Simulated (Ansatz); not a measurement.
# Si2W: stress in a strained cell

Si2W is deformed so: equal xx and yy strain of +2 %. What stress and forces result, by LAPW and PAW?

Method: DFT PBEsol, scalar-relativistic, in Ansatz 0.2.0.

3 further runs of the same task are left out: 3 that didn't finish. Runs told in other sessions of the task aren't counted.

## (1) The system as given

The structure is tetragonal, space group I4/mmm (No. 139). The conventional cell has a = 3.212 Å, b = 3.212 Å, c = 7.880 Å, α = 90.00°, β = 90.00°, γ = 90.00°. Around Si (site symmetry 4mm) lie 5 Si at 2.62 to 2.63 Å and 5 W at 2.62 Å. W (site symmetry 4/mmm) is surrounded by 10 Si at 2.62 Å.

Coordinates:

```
CELL_PARAMETERS angstrom
-1.60600 1.60600 3.94000
1.60600 -1.60600 3.94000
1.60600 1.60600 -3.94000
ATOMIC_POSITIONS crystal
Si 0.33300 0.33300 0.00000
Si 0.66700 0.66700 0.00000
W 0.00000 0.00000 0.00000
```

Atoms are numbered in the order of the input: Si1, Si2, W3.

## (2) After the deformation

Space group I4/mmm before, I4/mmm after.

## (3) Full-potential LAPW

input.yaml

```yaml
crystal:
  lattice:
    - [-1.63812, 1.63812, 3.94]
    - [1.63812, -1.63812, 3.94]
    - [1.63812, 1.63812, -3.94]
  atoms:
    - { symbol: Si, position: [0.333, 0.333, 0.0] }
    - { symbol: Si, position: [0.667, 0.667, 0.0] }
    - { symbol: W, position: [0.0, 0.0, 0.0] }
kpoints:
  mp_grid: { grid: [18, 18, 18] }
  band_path:
    path:
      - [0.0, 0.0, 0.0]
      - [0.0, 0.0, 0.5]
      - [0.25, 0.25, 0.25]
      - [0.0, 0.5, 0.0]
      - [0.0, 0.0, 0.0]
      - [0.5, 0.5, -0.5]
      - [0.2932154451, 0.7067845549, -0.2932154451]
      - [-0.2932154451, 0.2932154451, 0.2932154451]
      - [0.0, 0.0, 0.0]
    npoints: 5
scf:
  occupations: { method: fermi_dirac, width: 0.03 }
hamiltonian:
  xc: pbesol
  pseudopotentials: { kind: all_electron, lapw: { basis_error: 0.0005 } }
output:
  forces: true
  stress: true
  eigenvalues: true
```

The run is started by

```sh
$ ansatz run input.yaml --threads 1 --pin off --max-ram 4096MiB --backend cpu --events-out ev --progress --plain --runs-dir out
```

What it wrote:

```text
LAPW: plane waves up to 8.225 Å⁻¹, error target 5.0e-4 eV per atom; small_component_spin mean_spin; Si in spheres of 1.153 Å, 12 of its electrons in bands, Dirac shells []; W in spheres of 1.471 Å, 38 of its electrons in bands, Dirac shells []
Engine: ansatz 0.2.0
Pseudopotentials: kind: all_electron
Pseudopotential: Si, LAPW, valence charge 12, Koelling and Harmon's equation, gaussian nucleus
Pseudopotential: W, LAPW, valence charge 38, Koelling and Harmon's equation, gaussian nucleus
Functional definition: PBEsol
  exchange = pbesol_x
  correlation = pbesol_c
Crystal: 3 atoms, lattice volume = 42.291 Å³
Basis set: ecut = 257.7604960108336 eV, 383 PW (Γ), FFT grids on a1+a3, a2+a3, a3, exchange–correlation at level 2
Bands: 38, of which v1, the nominal top of the filled ones, is band 31 counted from 1 (30 counted from 0)
Symmetry: 16 space group operations
Space group: I4/mmm (ITA 139), of the structure as read, at distance tolerance 3.5e-5 Å
k-points: 480 of 5832
Non-local potential: Si, projectors of the file, none
Non-local potential: W, projectors of the file, none
Initial density: superposition of atomic densities (chi_scale 0.1, normalization cell, long waves kept (reshape's long-wave potential 0.00 eV rms))
Initial wavefunctions: plane waves of lowest kinetic energy (no species holds an atomic orbital)
Functional: x = pbesol(κ = 0.804, μ = 0.12345679012345678), c = pbesol(β = 0.046)
iter 1 solved again at ethr=2.97e-4 eV; its pass at ethr=1.00e-1 eV (dr2=1.84e-1 eV) is discarded
SCF iter   1: F=—  HF=-454831.372626 eV  |F-HF|=—  |Δ(HF+E_count)|=         —  Δρ=2.63e-2  dr2=1.85e-1  ethr=2.97e-4  ⟨swp⟩=2.8  Hψ=119238  notcnv=0
preconditioner: auto → Kerker (q_TF=auto, 2.908 Å⁻¹)  [metal: Δε(μ)=0.038 eV  Ē_g=20.582 eV  σ=0.030 eV  W_gap=0.29  n_scr=14 (ndim 8)  ℏωp=30.2 eV  f_vac=0.000  D(μ)=0.20/eV (n_scr^D=0)]
SCF iter   2: F=—  HF=-454831.245453 eV  |F-HF|=—  |Δ(HF+E_count)|=   1.27e-1  Δρ=1.97e-2  dr2=2.37e-1  ethr=2.97e-4  ⟨swp⟩=2.0  Hψ=54922  notcnv=0
SCF iter   3: F=—  HF=-454831.185356 eV  |F-HF|=—  |Δ(HF+E_count)|=   6.01e-2  Δρ=1.08e-2  dr2=4.64e-2  ethr=2.97e-4  ⟨swp⟩=2.0  Hψ=54772  notcnv=0
SCF iter   4: F=—  HF=-454831.166701 eV  |F-HF|=—  |Δ(HF+E_count)|=   1.87e-2  Δρ=4.11e-3  dr2=1.00e-2  ethr=7.49e-5  ⟨swp⟩=2.0  Hψ=53564  notcnv=0
iter 5 solved again at ethr=1.01e-6 eV; its pass at ethr=1.62e-5 eV (dr2=6.28e-4 eV) is discarded
SCF iter   5: F=—  HF=-454831.166974 eV  |F-HF|=—  |Δ(HF+E_count)|=         —  Δρ=1.00e-3  dr2=6.27e-4  ethr=1.01e-6  ⟨swp⟩=2.0  Hψ=88629  notcnv=0
the basis was enlarged: its passes take 552.1 KiB over the memory plan, 1 of 1 planned eigensolver slots
SCF iter   6: F=—  HF=-454831.164987 eV  |F-HF|=—  |Δ(HF+E_count)|=   1.99e-3  Δρ=3.55e-4  dr2=5.41e-5  ethr=1.01e-6  ⟨swp⟩=2.0  Hψ=51637  notcnv=0
SCF iter   7: F=—  HF=-454831.164974 eV  |F-HF|=—  |Δ(HF+E_count)|=   1.28e-5  Δρ=1.66e-4  dr2=1.84e-5  ethr=8.72e-8  ⟨swp⟩=2.0  Hψ=51631  notcnv=0
SCF iter   8: F=—  HF=-454831.164971 eV  |F-HF|=—  |Δ(HF+E_count)|=   3.23e-6  Δρ=3.22e-5  dr2=6.37e-7  ethr=2.97e-8  ⟨swp⟩=2.0  Hψ=51632  notcnv=0
SCF iter   9: F=-454831.164971 eV  HF=-454831.164971 eV  |F-HF|=1.85e-8  |Δ(HF+E_count)|=   1.17e-7  Δρ=1.02e-5  dr2=4.49e-8  ethr=1.03e-9  ⟨swp⟩=2.4  Hψ=51896  notcnv=0
SCF 1 converged in 9 iterations: F = -454831.164971 eV  dr2 = 4.49e-8
NSCF: frozen V_eff on 41 k-points
SCF converged after 9 iterations
Free energy (F): -454831.164971 eV
Harris-Foulkes:  -454831.164971 eV  (|F-HF|=1.85e-8)
Internal energy: -454831.164415 eV  (E = F + TS)
E sigma→0 (E₀):  -454831.164693 eV
Entropy (-TS):   -0.000556 eV (-0.185 meV/atom)
Fermi energy:    19.391822 eV
--- Per-component energies (eV) ---
  E_band       = -3587.283524
  E_kinetic    = 507483.827826
  E_xc         = -9813.534757
  E_electrostatic = -952501.457485  (all electrons and nuclei)
  E_smearing   = -0.000556  (= −TS)
  E_closure    = 0.000000  (closes the sum)
  E_atoms      = -454806.133930  (free atoms, spherical and without spin; not in F)
  Σ components = -454831.164971   (vs F -454831.164971, Δ=0.00e0)
  Basis errors (estimates in eV, not in F): energy 1.6e-4 per atom: plane waves 1.4e-4 (7.4e-5 summed), levels above the bands 7.3e-111, relativity 7.3e-9, radial functions 2.3e-5, core shells 2.9e-7; eigenvalues (radial functions only) 7.8e-7; not estimated: angular momenta, meshes, grids; target (lapw.basis_error) 5.0e-4; muffin-tin radii Si 1.153 Å, W 1.471 Å
--- Forces (eV/Å), atoms counted from 1 ---
  atom   1  Si    -0.00000000     0.00000000     0.34057216
  atom   2  Si     0.00000000    -0.00000000    -0.34057216
  atom   3  W     -0.00000000     0.00000000    -0.00000000
  max |Σ_I F_I| component: 1.11e-16 eV/Å
--- Stress (GPa, compression-positive) ---
      -12.420822       0.000000       0.000000
        0.000000     -12.420822       0.000000
        0.000000       0.000000      -8.533622
  P = ⅓ Tr σ = -11.1251 GPa (-111.251 kbar)
--- Band table (eV; the first three rows and the last of 480) ---
  k-point 0: bands = ["-213.4027", "-213.3655", "-213.3618", "-213.3425", "-213.3425", "-114.7797", "-114.7782", "-71.0710", "-71.0710", "-71.0671", "-71.0671", "-71.0576", "-71.0516", "-54.4411", "-18.7056", "-18.6971", "-18.6971", "-8.7560", "-8.7560", "-8.7207", "-8.7158", "-8.7033", "-8.7033", "-8.6933", "5.7125", "12.9212", "15.8037", "16.3317", "16.6006", "16.6006", "19.9517", "21.7621", "22.3843", "22.3843", "22.4151", "23.8335", "24.8260", "24.8260"]
  k-point 1: bands = ["-213.4027", "-213.3655", "-213.3618", "-213.3425", "-213.3425", "-114.7797", "-114.7782", "-71.0710", "-71.0709", "-71.0673", "-71.0671", "-71.0575", "-71.0516", "-54.4408", "-18.7046", "-18.7022", "-18.7016", "-8.7561", "-8.7561", "-8.7206", "-8.7157", "-8.7033", "-8.7033", "-8.6933", "5.8076", "13.0071", "15.4353", "16.3491", "16.3606", "16.9876", "19.4798", "21.6335", "22.4291", "22.4532", "22.6881", "23.8432", "24.9280", "25.0930"]
  k-point 2: bands = ["-213.4027", "-213.3655", "-213.3618", "-213.3425", "-213.3425", "-114.7797", "-114.7783", "-71.0711", "-71.0705", "-71.0678", "-71.0671", "-71.0574", "-71.0517", "-54.4398", "-18.7167", "-18.7146", "-18.7019", "-8.7563", "-8.7562", "-8.7202", "-8.7154", "-8.7035", "-8.7034", "-8.6935", "6.0890", "13.2499", "14.9110", "15.7810", "16.4061", "17.5026", "18.4360", "21.4610", "22.5708", "22.6323", "23.2176", "23.7400", "25.3841", "25.6892"]
  k-point 479: bands = ["-213.4027", "-213.3655", "-213.3618", "-213.3425", "-213.3425", "-114.7794", "-114.7786", "-71.0713", "-71.0713", "-71.0668", "-71.0668", "-71.0553", "-71.0539", "-54.4409", "-18.7201", "-18.6982", "-18.6982", "-8.7561", "-8.7561", "-8.7206", "-8.7156", "-8.7035", "-8.7035", "-8.6934", "7.8932", "8.7830", "15.8158", "16.8238", "18.4701", "18.4701", "18.9481", "18.9481", "20.1275", "23.8840", "23.9164", "25.4647", "27.0851", "28.0228"]
```

Run time: 4.1 min. Hardware: 1 thread of Arm Neoverse V1, shared host; peak memory 1.9 GiB.

Read from it: pressure -11.13 GPa; no gap; largest force 0.341 eV/Å.

## (4) PAW on the default files

input.yaml

```yaml
crystal:
  lattice:
    - [-1.63812, 1.63812, 3.94]
    - [1.63812, -1.63812, 3.94]
    - [1.63812, 1.63812, -3.94]
  atoms:
    - { symbol: Si, position: [0.333, 0.333, 0.0] }
    - { symbol: Si, position: [0.667, 0.667, 0.0] }
    - { symbol: W, position: [0.0, 0.0, 0.0] }
kpoints:
  mp_grid: { grid: [18, 18, 18] }
scf:
  occupations: { method: fermi_dirac, width: 0.03 }
hamiltonian:
  xc: pbesol
  pseudopotentials: { kind: paw }
output:
  forces: true
  stress: true
  eigenvalues: true
  efg: { contact_densities: true }
```

The run is started by

```sh
$ ansatz run input.yaml --threads 1 --pin off --max-ram 4096MiB --backend cpu --events-out ev --progress --plain --runs-dir out
```

What it wrote:

```text
W: output.efg is read without spin–orbit coupling, which moves field gradients at and beside such atoms by some per cent and up to a factor of two; PAW files take it under magnetization.noncollinear and magnetization.spin_orbit
[... 1 set-up line as earlier in the session ...]
Pseudopotentials: kind: paw
Pseudopotential: Si, paw, valence charge 4, recommended cutoff 420 eV (normal)
Pseudopotential: W, paw, valence charge 14, recommended cutoff 420 eV (normal)
[... 3 set-up lines as earlier in the session ...]
Crystal: 3 atoms, lattice volume = 42.291 Å³
Basis set: ecut = 420 eV, 841 PW (Γ), exchange–correlation on 64×64×64 points (8 copies of the dense FFT grid, shifted against one another)
Bands: 15, of which v1, the nominal top of the filled ones, is band 11 counted from 1 (10 counted from 0)
[... 2 set-up lines as earlier in the session ...]
k-points: 480 of 5832
Non-local potential: Si, projectors of the file, l = 0: 2, l = 1: 2, l = 2: 2
Non-local potential: W, projectors of the file, l = 0: 3, l = 1: 2, l = 2: 2, l = 3: 1
PAW form: soft (Blöchl's): semilocal exchange-correlation on the pseudo side does not see the compensation charge
PAW frozen core: Si, regenerated for the run's functional, and the local potential with it (the file was generated under x = pbe(κ = 0.804, μ = 0.2195149727645171), c = pbe(β = 0.06672455060314922))
PAW frozen core: W, regenerated for the run's functional, and the local potential with it (the file was generated under x = pbe(κ = 0.804, μ = 0.2195149727645171), c = pbe(β = 0.06672455060314922))
PAW one-centre angular grid: Si, 110 points (default); XC on 64 Gauss nodes
PAW one-centre angular grid: W, 590 points (default); XC on 64 Gauss nodes
Initial density: superposition of atomic densities (neutral atoms: chi_scale 0, normalization atom), corrected by the library's trained network
Initial wavefunctions: pseudopotential atomic-orbital guess
[... 1 set-up line as earlier in the session ...]
SCF iter   1: F=—  HF=-11500.808122 eV  |F-HF|=—  |Δ(HF+E_count)|=         —  Δρ=4.45e-3  dr2=8.28e-3  ethr=1.77e-3  ⟨swp⟩=5.9  Hψ=42728  notcnv=0
preconditioner: auto → Kerker (q_TF=auto, 2.447 Å⁻¹)  [metal: Δε(μ)=0.058 eV  Ē_g=7.792 eV  σ=0.030 eV  W_gap=0.45  n_scr=10 (ndim 8)  ℏωp=21.4 eV  f_vac=0.000  D(μ)=0.17/eV (n_scr^D=0)]
SCF iter   2: F=—  HF=-11500.806938 eV  |F-HF|=—  |Δ(HF+E_count)|=   1.18e-3  Δρ=2.24e-3  dr2=1.13e-3  ethr=3.76e-5  ⟨swp⟩=1.6  Hψ=11517  notcnv=0
SCF iter   3: F=—  HF=-11500.806890 eV  |F-HF|=—  |Δ(HF+E_count)|=   4.83e-5  Δρ=6.80e-4  dr2=1.08e-4  ethr=5.16e-6  ⟨swp⟩=1.6  Hψ=8846  notcnv=0
SCF iter   4: F=—  HF=-11500.806876 eV  |F-HF|=—  |Δ(HF+E_count)|=   1.40e-5  Δρ=6.47e-5  dr2=1.42e-6  ethr=4.89e-7  ⟨swp⟩=2.5  Hψ=10612  notcnv=0
SCF iter   5: F=—  HF=-11500.806874 eV  |F-HF|=—  |Δ(HF+E_count)|=   1.79e-6  Δρ=8.93e-6  dr2=2.83e-8  ethr=6.47e-9  ⟨swp⟩=2.5  Hψ=10342  notcnv=0
SCF iter   6: F=-11500.806874 eV  HF=-11500.806874 eV  |F-HF|=1.25e-9  |Δ(HF+E_count)|=   4.35e-9  Δρ=1.67e-6  dr2=1.80e-9  ethr=1.29e-10  ⟨swp⟩=2.2  Hψ=24644  notcnv=0
SCF 1 converged in 6 iterations: F = -11500.806874 eV  dr2 = 1.80e-9
SCF converged after 6 iterations
Free energy (F): -11500.806874 eV
Harris-Foulkes:  -11500.806874 eV  (|F-HF|=1.25e-9)
Internal energy: -11500.806318 eV  (E = F + TS)
E sigma→0 (E₀):  -11500.806596 eV
Entropy (-TS):   -0.000556 eV (-0.185 meV/atom)
Fermi energy:    15.769385 eV
--- Per-component energies (eV) ---
  E_band       = -99.284833
  E_kinetic    = 537.153584
  E_local      = -976.587686  (includes V_loc(G=0)·N_el)
  E_nonlocal   = 52.832088
  E_hartree    = 378.159560
  E_xc         = -377.775666
  E_vxc        = -336.578721  (∫ρ·V_xc dr)
  E_paw        = -9433.910969  (= ΣΔE_a)
  E_vpaw       = -132.424481  (= ΣTr[D̂ρ^β])
  E_aug_tail   = -0.000050  (compensation charges beyond the density's cutoff)
  E_ewald      = -1680.962094
  E_core_change = 0.284913  (= ΣΔE_core)
  E_smearing   = -0.000556  (= −TS)
  E_closure    = 0.000000  (closes the sum)
  Σ components = -11500.806874   (vs F -11500.806874, Δ=0.00e0)
--- Forces (eV/Å), atoms counted from 1 ---
  atom   1  Si    -0.00000000     0.00000000     0.33916274
  atom   2  Si    -0.00000000     0.00000000    -0.33916274
  atom   3  W     -0.00000000    -0.00000000     0.00000000
  max |Σ_I F_I| component: 6.94e-17 eV/Å
--- Stress (GPa, compression-positive) ---
      -12.440432       0.000000       0.000000
        0.000000     -12.440432       0.000000
       -0.000000       0.000000      -8.521096
  P = ⅓ Tr σ = -11.1340 GPa (-111.340 kbar)
--- PAW observables at the nuclei: V_zz in 10²¹ V/m², potentials from the cell's mean, atoms counted from 1 ---
  atom   1  Si V_zz =    -1.153754   η = 0.0000   by run symmetry: allowed
            electrostatic potential = -1369.231926 V   contact ρ = 12761.224629 e/Å³
  atom   2  Si V_zz =    -1.153754   η = 0.0000   by run symmetry: allowed
            electrostatic potential = -1369.231926 V   contact ρ = 12761.224629 e/Å³
  atom   3  W  V_zz =   -19.188520   η = 0.0000   by run symmetry: allowed
            electrostatic potential = -14811.925379 V   contact ρ = 8810829.729726 e/Å³
--- Band table (eV; the first three rows and the last of 480) ---
  k-point 0: bands = ["-58.0577", "-22.3156", "-22.3110", "-22.3110", "2.0914", "9.2998", "12.1808", "12.7074", "12.9793", "12.9793", "16.3290", "18.1419", "18.7611", "18.7611", "18.7895"]
  k-point 1: bands = ["-58.0574", "-22.3161", "-22.3155", "-22.3146", "2.1865", "9.3857", "11.8127", "12.7249", "12.7392", "13.3661", "15.8570", "18.0134", "18.8061", "18.8301", "19.0629"]
  k-point 2: bands = ["-58.0564", "-22.3306", "-22.3286", "-22.3119", "2.4679", "9.6283", "11.2885", "12.1595", "12.7820", "13.8810", "14.8131", "17.8410", "18.9480", "19.0092", "19.5938"]
  k-point 479: bands = ["-58.0576", "-22.3300", "-22.3121", "-22.3121", "4.2718", "5.1613", "12.1918", "13.2024", "14.8480", "14.8480", "15.3266", "15.3266", "16.5047", "20.2646", "20.2947"]
```

It took 21 s on 1 thread of Arm Neoverse V1, shared host; peak memory 0.58 GiB.

This run gives: pressure -11.13 GPa; no gap; largest force 0.339 eV/Å; Vzz Si1 -1.15 (η = 0.00), W3 -19.19 (η = 0.00) (10²¹ V/m²).

## (5) Stress and forces compared

Stress (GPa, compression positive):

| method | xx | yy | zz | yz | xz | xy |
| --- | --- | --- | --- | --- | --- | --- |
| LAPW | -12.42 | -12.42 | -8.53 | 0.00 | 0.00 | 0.00 |
| PAW | -12.44 | -12.44 | -8.52 | 0.00 | 0.00 | 0.00 |

Forces (eV/Å):

```
atom  LAPW x  LAPW y  LAPW z  PAW x  PAW y   PAW z
 Si1   0.000   0.000   0.341  0.000  0.000   0.339
 Si2   0.000   0.000  -0.341  0.000  0.000  -0.339
  W3   0.000   0.000   0.000  0.000  0.000   0.000
```

```
method  pressure (GPa)  largest force (eV/Å)  Vzz Si1 (10²¹ V/m²)  Vzz W3 (10²¹ V/m²)  SCF cycles, by the record's count
  LAPW          -11.13                 0.341                    –                   –                                  9
   PAW          -11.13                 0.339                -1.15              -19.19                                  6
```

## (6) What came out

```
                                 quantity                        value
                                 pressure  LAPW -11.13, PAW -11.13 GPa
largest shear or deviatoric stress (LAPW)                     2.59 GPa
```

The largest part of the stress beyond the pressure is 2.59 GPa in size, in the zz component; the atoms are carried along and not relaxed. No run of the undeformed cell stands beside it, so pressure and stress hold what the given cell had before the change, as far as its symmetry allows. PAW: stress within 0.02 GPa of LAPW, forces within 2 meV/Å. Spin-orbit coupling is left out, though the cell holds W; in elements this heavy it can shift bands and gaps by tenths of an eV.
